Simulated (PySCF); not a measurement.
**trifluoroacetate (C₂F₃O₂−): electronic excitations and core binding energies**

What electronic excitations and core binding energies should trifluoroacetate (C₂F₃O₂−) (`O=C([O-])C(F)(F)F`) show?

The runs use PySCF 2.14.0, with density-fitted response routines of our own; the level of theory stands in each step. All values are computed, except where a source is named. Atoms count from 0, in the outputs and in this text.

**1. The molecule as given**

7 atoms, charge -1, multiplicity 1; geometry from: GFN2-xTB.

Bonds of the start (Å): O0–C1 1.22, C1–O2 1.22, C1–C3 1.65, C3–F4 1.36, C3–F5 1.36, C3–F6 1.36.

**2. Ultraviolet spectrum: PBE0/def2-SVPD**

What the job is given:

```
{"job": {"kind": "uv", "xc": "PBE0", "basis": "def2-SVPD", "nstates": 8, "ntriplets": 3}, "charge": -1, "multiplicity": 1}
O      1.243856     1.316269    -0.559167
C      0.997255     0.159325    -0.266613
O      1.650447    -0.868548    -0.208337
C     -0.583554    -0.083277     0.148293
F     -0.734845    -0.565927     1.410483
F     -1.212847    -0.982595    -0.654541
F     -1.356978     1.029657     0.102805
```

With the program's defaults for keys left out, this is: TDDFT PBE0/def2-SVPD, vertical, gas phase, core orbitals frozen in the response.

**Question.** This job is followed by: delta-SCF UKS SCAN, pcX-2 on the ionised atom, pcseg-1 elsewhere, spin-free X2C. Predict these results of the whole session: lowest singlet (PBE0/def2-SVPD); brightest single state of those computed; lowest triplet; C1s binding energies, SCAN/pcX-2; O1s binding energies, SCAN/pcX-2; F1s binding energies, SCAN/pcX-2.

**Answer**, as computed:

| quantity | value |
| --- | --- |
| lowest singlet (PBE0/def2-SVPD) | 6.17 eV (201 nm), f = 0.001 |
| brightest single state of those computed | state 6, 7.01 eV, f = 0.146 |
| lowest triplet | 5.62 eV |
| C1s binding energies, SCAN/pcX-2 | C3 292.52, C1 289.01 eV |
| O1s binding energies, SCAN/pcX-2 | O0 531.81 eV |
| F1s binding energies, SCAN/pcX-2 | F4 689.00 eV |

In words: The first singlet state (HOMO−1→LUMO+2 0.50, HOMO→LUMO+2 0.28) lies at 6.17 eV and is dark; of the 8 states computed, the strongest absorption comes from state 6 at 7.01 eV. The lowest triplet lies 0.55 eV below the lowest singlet (triplets in Tamm-Dancoff, singlets in full TDDFT). The lowest singlet lies above −ε(HOMO); no detachment energy was computed, so the anion's states may not be bound. The C1s levels kept as sound span 3.51 eV, from C1 (carboxylate carbon) up to C3 (CF3 carbon).
